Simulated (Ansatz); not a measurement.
**C₂H₂AlCl: taking an electron away**

One table from this session's results is given with a row withheld; the runs are named, their logs left out.

The runs use Ansatz 0.2.0, Gaussian basis; unrestricted cation, the program's frozen cores in correlated methods.

The runs, in order: UKS PBE-D4/def2-TZVPP; UKS r2SCAN-D4/def2-TZVPP; UKS PBE0-D4/def2-TZVPP; UKS B3LYP-D4/def2-TZVPP; UKS wB97X-V/def2-TZVPP; UKS wB97M-V/def2-TZVPP; UKS B2PLYP/def2-TZVPP; UHF-CCSD(T)/def2-TZVPP; UHF-MP2/def2-QZVPP; extrapolation to the limit; then −ε(HOMO) from the neutral's earlier runs with LDA (SPW92), PBE-D4, revPBE-D4, BLYP-D4, r2SCAN-D4, B97M-V, PBE0-D4, B3LYP-D4, r2SCANh-D4, r2SCAN0-D4, HSE06-D4, BHLYP-D4, CAM-B3LYP-D4, LC-ωPBE, ωB97X-V, ωB97M-V.

## The relaxed structure

The geometry comes from an earlier relaxation with PBE0-D4 in a triple-zeta def2 set; it is a stationary point.

SMILES `Cl[C]1=[CH][AlH]1`, 6 atoms, charge 0, spin multiplicity 1.

Atoms are counted from 1 here; the program's logs count them from 0.

Bond lengths: Cl1–C2 1.720 Å, C2–C3 1.359 Å, C2–Al4 1.856 Å, C3–Al4 1.863 Å, C3–H5 1.087 Å, Al4–H6 1.569 Å. Angles: Cl1–C2–C3 128.2°, Cl1–C2–Al4 163.0°, C3–C2–Al4 68.9°, C2–C3–Al4 68.3°, C2–C3–H5 128.8°, Al4–C3–H5 162.9°, C2–Al4–C3 42.9°, C2–Al4–H6 158.7°, C3–Al4–H6 158.4°.

Geometry (Å):

```mol
C2H2AlCl
  3D, bonds by distance, orders not assigned

  6  6  0  0  0  0  0  0  0  0999 V2000
   -0.6234   -2.4024    0.1138 Cl  0  0
   -0.3117   -0.7144    0.0046 C   0  0
    0.8744   -0.0679    0.1508 C   0  0
   -0.5169    1.1179   -0.2098 Al  0  0
    1.8553   -0.4850    0.3643 H   0  0
   -1.2356    2.4878   -0.4698 H   0  0
  1  2  8  0
  2  3  8  0
  3  4  8  0
  3  5  8  0
  4  6  8  0
  2  4  8  0
M  END
```

Set-up of the first run:

The input, in.yaml:

```yaml
crystal:
  periodic: [false, false, false]
  atoms:
    - {symbol: Cl, position_ang: [-0.623366, -2.402426, 0.113798]}
    - {symbol: C, position_ang: [-0.311695, -0.714373, 0.004562]}
    - {symbol: C, position_ang: [0.874354, -0.067893, 0.150789]}
    - {symbol: Al, position_ang: [-0.516887, 1.117898, -0.209815]}
    - {symbol: H, position_ang: [1.855312, -0.485027, 0.364290]}
    - {symbol: H, position_ang: [-1.235617, 2.487821, -0.469823]}
basis:
  gaussian: {orbitals: def2-TZVPP}
total_charge: 1
magnetization: {spin_polarized: true, initial_magnetization: 1}
hamiltonian: {xc: pbe, dispersion: d4}
```

On the command line:

```
> ansatz run in.yaml --threads 2 --pin off --events-out ev --progress --plain --max-ram 4352MiB
```

Steps of the session up to this table: Cation, UKS PBE-D4/def2-TZVPP; Cation, UKS r2SCAN-D4/def2-TZVPP; Cation, UKS PBE0-D4/def2-TZVPP; Cation, UKS B3LYP-D4/def2-TZVPP; Cation, UKS wB97X-V/def2-TZVPP; Cation, UKS wB97M-V/def2-TZVPP; Cation, UKS B2PLYP (frozen core)/def2-TZVPP; Cation, UHF-CCSD(T)/def2-TZVPP; Cation, UHF-MP2/def2-QZVPP.

One table of the session follows, with a row left open; its other results are not shown here.

It belongs to the step «Ionisation energies side by side». For comparison, −ε(HOMO) of the neutral from earlier runs:

| functional | −ε(HOMO) (eV) |
| --- | --- |
| LDA (SPW92) | 5.99 |
| PBE-D4 | 5.87 |
| revPBE-D4 | 5.82 |
| BLYP-D4 | 5.74 |
| r2SCAN-D4 | 6.11 |
| B97M-V | 6.20 |
| PBE0-D4 | 7.05 |
| B3LYP-D4 | 6.84 |
| r2SCANh-D4 | 6.54 |
| r2SCAN0-D4 | 7.21 |
| HSE06-D4 | 6.65 |
| BHLYP-D4 | 8.14 |
| CAM-B3LYP-D4 | 8.35 |
| LC-ωPBE | 9.66 |
| ωB97X-V | 9.33 |
| ωB97M-V | ? |

**Question.** Estimate the row for ωB97M-V.

The run gave: −ε(HOMO) (eV): 9.17. In the column «−ε(HOMO) (eV)» it lies between CAM-B3LYP-D4 (8.35) and ωB97X-V (9.33).
